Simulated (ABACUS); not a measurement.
The system is Mn, a sheet with vacuum.

```
Mn
1.0
     2.61432    0.00000    0.00000
     0.00000    2.61432    0.00000
     0.00000    0.00000   23.80000
Mn
1
Direct
  0.00000 0.00000 0.29412
```

The cell was built by a generator and needn't be a form met in nature.

Base run:

* Program: ABACUS 3.10.1
* Functional: PBEsol
* Potentials or basis: SG15 ONCV 1.2 PBE
* Cutoff: 1361 eV
* Density cutoff: 5442 eV
* Basis: DZP LCAO (the cutoffs set its grid)
* k mesh: 10 × 10 × 1
* Occupations: fermi-dirac, width 0.05 eV
* Spin: collinear spin, ferromagnetic start
* Starting moments: [4.0] μB

Its results: band gap on the k mesh none (metal or under the smearing width); net moment 4.24 μB per cell; site moments Mn +4.24 μB.

The run is repeated on the same cell with these changes: functional from PBEsol to WC. What comes out?

Band gap on the k mesh none (metal or under the smearing width); net moment 4.38 μB per cell; site moments Mn +4.38 μB.

Caveats: the atomic orbitals were generated for these runs and aren't a published set; the basis of atomic orbitals isn't converged, which shifts pressures, moduli and gaps.
